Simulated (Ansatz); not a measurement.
A nudged elastic band was laid between two geometries of a periodic cell of 17 atoms, TiSi16 (host Si, host structure diamond, interstitial Ti).

Level of theory: DFT PBEsol, scalar-relativistic, plane waves, PAW in Ansatz 0.2.0. Settings: PAW set soft_1, cutoff 420 eV, k mesh 2x2x2, gaussian smearing 0.05 eV, no spin polarisation.

```
movable images  : 5
climbing image  : yes
spring          : 10.0 eV/Å²
optimiser       : lbfgs
start path      : IDPP
force threshold : 0.05 eV/Å
iteration limit : 40
end points      : relaxed
```

Initial state:

```xyz
17
Lattice="0.0000 5.4300 5.4300 5.4300 0.0000 5.4300 5.4300 5.4300 0.0000" Properties=species:S:1:pos:R:3
Si -0.031 -0.035 0.031
Si 1.306 1.302 1.377
Si 2.681 2.677 0.070
Si 4.059 4.055 1.372
Si 2.673 -0.007 2.757
Si 4.053 1.302 4.124
Si 5.361 2.677 2.749
Si 6.705 4.079 4.155
Si -0.003 2.669 2.758
Si 1.306 4.050 4.124
Si 2.681 5.357 2.749
Si 4.083 6.701 4.155
Si 2.672 2.669 5.433
Si 4.069 4.065 6.791
Si 5.382 5.377 5.478
Si 6.705 6.701 6.777
Ti 8.102 8.098 8.188
```

Final state:

```xyz
17
Lattice="0.0000 5.4300 5.4300 5.4300 0.0000 5.4300 5.4300 5.4300 0.0000" Properties=species:S:1:pos:R:3
Si 0.036 0.039 0.072
Si 1.411 1.413 1.381
Si 2.751 2.753 0.038
Si 4.091 4.094 1.378
Si 2.720 0.042 2.756
Si 4.066 1.441 4.155
Si 5.466 2.788 2.753
Si 6.841 4.097 4.128
Si 0.039 2.723 2.756
Si 1.439 4.069 4.155
Si 2.785 5.469 2.753
Si 4.094 6.844 4.128
Si 2.755 2.758 5.472
Si 4.069 4.072 6.786
Si 5.469 5.472 5.437
Si 6.869 6.871 6.783
Ti 5.469 5.472 8.186
```

Q: What changes between the two ends?

A: Contacts lost: Si3–Ti17, Si8–Ti17, Si12–Ti17, Si13–Ti17. Contacts made: Si1–Ti17, Si6–Ti17, Si10–Ti17, Si15–Ti17. The atom that moves furthest is Ti17, by 3.72 Å.

Q: Give the energies along the band, and the barrier.

A: The run converged. The highest image is number 4 of 0 to 6, 1.74 eV above the ends, which have the same energy within 2 meV. The profile has 2 maxima (images 1, 4) with wells between them (image 3): this band takes more than one step, which may be the mechanism or a detour left from its start path. Neighbouring images differ by up to 1.7 eV, so the band resolves the path poorly. By the program's own check the climbing image is of a kind that is not told: the force calls were inconclusive, a negative curvature could not be distinguished from the path's own, the only one lies far off the path, or fixed occupations may fill a level only in part (lowest curvatures found: -4.81 and -0.03 eV/Å²). Limits of this set-up: coarse k mesh, PAW files made for another functional.

```
image  path coordinate (Å)  energy (eV)  Si3–Ti17 (Å)  Si8–Ti17 (Å)  Si12–Ti17 (Å)
    0                 0.00         0.00          2.74          2.43           2.43
    1                 1.15         1.16          2.53          2.45           2.45
    2                 2.31         0.75          2.42          2.59           2.59
    3                 3.47         0.05          2.41          2.80           2.80
    4                 4.62         1.74          3.20          3.48           3.48
    5                 5.41         0.50          4.02          4.12           4.11
    6                 6.19         0.00          4.70          4.50           4.50
```

Q: What is the geometry of the highest image?

A: 
```xyz
17
Lattice="0.0000 5.4300 5.4300 5.4300 0.0000 5.4300 5.4300 5.4300 0.0000" Properties=species:S:1:pos:R:3:forces:R:3
Si -0.059 -0.059 0.110 -0.02 -0.02 0.01
Si 1.313 1.316 1.397 0.00 0.00 -0.01
Si 2.543 2.545 -0.165 -0.01 -0.01 -0.03
Si 3.932 3.931 1.143 -0.02 -0.02 -0.01
Si 2.720 0.083 2.810 0.01 0.01 0.00
Si 3.988 1.500 4.162 -0.01 0.01 0.02
Si 5.356 2.876 2.582 -0.02 -0.01 0.00
Si 6.728 4.092 4.023 0.00 0.01 -0.02
Si 0.081 2.723 2.811 0.02 0.01 0.00
Si 1.500 3.987 4.162 0.00 0.00 0.02
Si 2.876 5.355 2.581 -0.01 -0.01 0.00
Si 4.089 6.730 4.022 0.01 0.00 -0.02
Si 2.931 2.930 5.594 0.01 0.01 0.03
Si 4.268 4.270 7.001 0.03 0.03 0.01
Si 5.504 5.507 5.444 0.01 0.01 -0.01
Si 6.923 6.923 6.630 0.01 0.01 0.01
Ti 6.150 6.149 8.799 0.01 0.00 0.02
```

The band took 34 iterations and roughly 50 core-minutes.

Run time: 48 min on 1 thread of Arm Neoverse N1 (shared host), peak memory 0.91 GiB.
